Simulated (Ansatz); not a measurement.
**BCl₂HO: small, medium and large basis sets**

The task here is to estimate one member of a computed series from the others.

Computed with Ansatz 0.2.0, Gaussian basis. Level: one geometry, several basis sets.

Levels to be run: PBE0-D4/def2-SVP; ωB97M-V/def2-SVP; PBE0-D4/def2-QZVPP; ωB97M-V/def2-QZVPP; CCSD(T)/cc-pV(D+d)Z; CCSD(T)/cc-pV(T+d)Z; CCSD(T)/cc-pV(Q+d)Z; the functionals' def2-TZVPP values are taken from earlier runs.

**Structure used throughout**

An earlier PBE0-D4 in a triple-zeta def2 set relaxation fixed the geometry.

SMILES `OB(Cl)Cl`, 5 atoms, charge 0, spin multiplicity 1.

Atoms are counted from 1 here; the program's logs count them from 0.

Bond lengths: O1–B2 1.341 Å, O1–H5 0.962 Å, B2–Cl3 1.745 Å, B2–Cl4 1.762 Å. Angles: B2–O1–H5 113.4°, O1–B2–Cl3 118.8°, O1–B2–Cl4 121.4°, Cl3–B2–Cl4 119.8°.

Set-up of the first run:

in.yaml

```yaml
crystal:
  periodic: [false, false, false]
  atoms:
    - {symbol: O, position_ang: [0.777188, 0.657495, 0.384924]}
    - {symbol: B, position_ang: [-0.122777, -0.285650, 0.072415]}
    - {symbol: Cl, position_ang: [-0.309904, -1.655662, 1.137136]}
    - {symbol: Cl, position_ang: [-1.109941, -0.165273, -1.381706]}
    - {symbol: H, position_ang: [0.815333, 1.375391, -0.254168]}
basis:
  gaussian: {orbitals: def2-SVP}
hamiltonian: {xc: pbe0, dispersion: d4}
output: {orbitals: {seedname: orbitals}}
```

Command:

```sh
> ansatz run in.yaml --threads 2 --pin off --events-out ev --progress --plain --max-ram 22528MiB --backend cpu
```

Steps of the session up to this table: PBE0-D4 in def2-SVP; ωB97M-V in def2-SVP; PBE0-D4 in def2-QZVPP; ωB97M-V in def2-QZVPP.

One of the session's tables, all rows but one given; the rest of the session is left out.

```
functional       basis  HOMO (eV)  LUMO (eV)
   PBE0-D4    def2-SVP      -8.87       0.03
   PBE0-D4  def2-TZVPP      -9.08      -0.37
   PBE0-D4  def2-QZVPP      -9.12      -0.47
   ωB97M-V    def2-SVP          ?          ?
   ωB97M-V  def2-TZVPP     -11.35       1.80
   ωB97M-V  def2-QZVPP     -11.40       1.46
```

Estimate the missing values for ωB97M-V, def2-SVP.

**Answer.** HOMO (eV): -11.09; LUMO (eV): 2.26. In the column «HOMO (eV)» it lies between ωB97M-V, def2-TZVPP (-11.35) and PBE0-D4, def2-QZVPP (-9.12).
